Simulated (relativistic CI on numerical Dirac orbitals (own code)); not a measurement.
**Ions with 23 electrons, V to Ni⁵⁺: levels along an isoelectronic sequence**

Aim: follow the lowest levels of 23-electron ions as the nuclear charge grows, with one list of configurations.

Program: relativistic CI on numerical Dirac orbitals (own code) version 3. Level of theory: Dirac-Coulomb-Breit CI, KLI orbitals optimised for each configuration, model QED (radiative potential, 1s self-energy scaled to tabulated hydrogen-like ionisation energies), valence Slater integrals scaled by 0.9, P86 correlation energy added to each configuration. These are calculated values, not measurements, unless marked.

## 1. The atom as given

* electrons: 23
* ions: V, Cr⁺, Mn²⁺, Co⁴⁺, Ni⁵⁺
* configurations: [Ar] 3d5; [Ar] 3d3 4s2; [Ne] 3s2 3p5 3d6; [Ne] 3s2 3p4 3d7; [Ne] 3s 3p6 3d6; [Ar] 3d4 4s; [Ar] 3d4 4p

## 2. V (Z = 23)

Settings of the run:

```ini
atom V  Z=23  charge=0  electrons=23
nucleus A=51  rms_radius_fm=3.6002
hamiltonian dirac-coulomb  breit=on  qed=on  c_scale=1
orbitals kli  potential=per-configuration
slater_scale 0.9
correlation p86
mixing on
configurations
  [Ar] 3d5
  [Ar] 3d3 4s2
  [Ne] 3s2 3p5 3d6
  [Ne] 3s2 3p4 3d7
  [Ne] 3s 3p6 3d6
  [Ar] 3d4 4s
  [Ar] 3d4 4p
end
```

Started as:

```
python run_levels.py task.json out
```

task.json lists these runs, among others, and the program works through them in turn.

## 3. Cr⁺ (Z = 24)

Changes to the settings of step 2:

```diff
@@ -1,3 +1,3 @@
-atom V  Z=23  charge=0  electrons=23
-nucleus A=51  rms_radius_fm=3.6002
+atom Cr  Z=24  charge=1  electrons=23
+nucleus A=52  rms_radius_fm=3.6452
 hamiltonian dirac-coulomb  breit=on  qed=on  c_scale=1
```

## 4. Mn²⁺ (Z = 25)

Changes to the settings of step 3:

```diff
@@ -1,3 +1,3 @@
-atom Cr  Z=24  charge=1  electrons=23
-nucleus A=52  rms_radius_fm=3.6452
+atom Mn  Z=25  charge=2  electrons=23
+nucleus A=55  rms_radius_fm=3.7057
 hamiltonian dirac-coulomb  breit=on  qed=on  c_scale=1
```

## 5. Co⁴⁺ (Z = 27)

Changes to the settings of step 4:

```diff
@@ -1,3 +1,3 @@
-atom Mn  Z=25  charge=2  electrons=23
-nucleus A=55  rms_radius_fm=3.7057
+atom Co  Z=27  charge=4  electrons=23
+nucleus A=59  rms_radius_fm=3.7875
 hamiltonian dirac-coulomb  breit=on  qed=on  c_scale=1
```

## 6. Ni⁵⁺ (Z = 28)

Changes to the settings of step 5:

```diff
@@ -1,3 +1,3 @@
-atom Co  Z=27  charge=4  electrons=23
-nucleus A=59  rms_radius_fm=3.7875
+atom Ni  Z=28  charge=5  electrons=23
+nucleus A=58  rms_radius_fm=3.7757
 hamiltonian dirac-coulomb  breit=on  qed=on  c_scale=1
```

(Steps that only read results are left out.)

Q: Predict the outcome of this session. Wanted: lowest level, first ion; lowest level, last ion; changes of the lowest level; interval 6D1/2 to 6D3/2; mean jj purity of the low levels.

As calculated:

```
                        quantity                value
         lowest level, first ion        3d3 4s2 4F3/2
          lowest level, last ion            3d5 6S5/2
     changes of the lowest level               at Cr⁺
         interval 6D1/2 to 6D3/2  39.47 to 306.8 cm⁻¹
mean jj purity of the low levels           53 to 47 %
```

**Reading.** The lowest level changes from 3d3 4s2 4F3/2 to 3d5 6S5/2 at Cr⁺. Over these ions the splitting within 3d4 4s 6D follows Z^10.3, steeper than the fourth power of a bare nucleus, since the screened charge grows faster than Z. Only the listed configurations are in the model, so lower levels can be missing. The near-neutral members are the least reliable.
